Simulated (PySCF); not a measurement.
**SbCl: bond curves at several levels of theory**

One job finds the state of SbCl, follows it along the bond with each method and fits the curves.

Method: Sb def2-TZVPP with ECP28, Cl def2-TZVPP, scalar-relativistic core potentials; program: PySCF 2.14.0.

**1. Input**

Settings of the job:

```yaml
atoms: Sb, Cl
charge: 0
basis: Sb def2-TZVPP with ECP28, Cl def2-TZVPP
Hamiltonian: scalar-relativistic core potentials
basis_functions: 92
electrons_treated: 40
masses_in_u: 120.9038, 34.9689
levels: PBE0, PBE, r²SCAN, PW91, BLYP, M06-L, M06-2X, HSE06, HF, MP2, SCS-MP2, CCSD, CCSD(T)
grid: 80 radial by 434 angular points
occupations: held fixed by the projection of orbital angular momentum
dissociation_limit: Sb + Cl, each in its ground configuration
starting_distance_in_angstrom: 2.335
values_of_2S_to_try: 0, 2, 4
```

The run is started by

```bash
> OMP_NUM_THREADS=1 python dia.py task.json out
```

After this run come: The PBE0 curve of the state that the search chose; Higher solutions at PBE0; PBE; r²SCAN (meta-GGA); PW91 (GGA); BLYP (GGA); M06-L; M06-2X; HSE06 (range-separated hybrid); UHF (mean field); Correlated methods on the Hartree–Fock reference.

What does the calculation give? Wanted: for each run, Re; ωe; De; μ.

**Answer**, as computed:

Lowest PBE0 solution found, without spin–orbit coupling: ³Σ⁻ (triplet), unpaired electrons π ↑↑. State 2 has its PBE0 minimum 0.29 eV higher, as a spin-mixed determinant (⟨S²⟩ = 1.01), so this is no gap between pure states. State 3 has its PBE0 minimum 1.19 eV higher. The other levels ran on the lowest alone.

```csv
level,Re (Å),ωe (cm⁻¹),De (eV),μ (D)
UHF,2.352,375,1.76,-2.54
UHF-MP2,2.334,380,2.93,n/a
UHF-SCS-MP2,2.345,373,2.86,n/a
UHF-CCSD,2.342,377,2.73,n/a
UHF-CCSD(T),2.345,373,2.87,n/a
PBE,2.361,359,3.41,-1.98
PW91,2.360,359,3.43,-1.98
BLYP,2.390,342,3.29,-2.11
r²SCAN,2.344,371,3.26,-2.01
M06-L,2.352,365,3.59,-2.15
PBE0,2.338,375,3.20,-2.09
HSE06,2.341,373,3.24,-2.08
M06-2X,2.359,367,2.98,-2.54
```

De is counted to Sb + Cl in their ground configurations. A positive dipole means Sb(−)Cl(+).

Differences from CCSD(T) in the same basis:

```csv
level,Re (mÅ),ωe (%)
UHF,+6,+0.3
UHF-MP2,-11,+1.7
UHF-SCS-MP2,0,-0.1
UHF-CCSD,-3,+0.9
PBE,+15,-3.8
PW91,+14,-3.8
BLYP,+45,-8.3
r²SCAN,-2,-0.6
M06-L,+7,-2.2
PBE0,-7,+0.4
HSE06,-4,-0.1
M06-2X,+14,-1.7
```

What this shows: Judged by CCSD(T) in the same basis: best bond length UHF-SCS-MP2 (0 mÅ), worst BLYP (+45 mÅ); best wavenumber UHF-SCS-MP2 and HSE06 (-0.1 %), worst BLYP (-8.3 %). Of the levels with a De here, UHF gives the least (1.76 eV) and M06-L the most (3.59 eV).

Correlated steps freeze 9 core orbitals. Spin–orbit coupling is left out, which matters for elements this heavy, above all for dissociation energies. With spin–orbit coupling the term label itself may not hold.
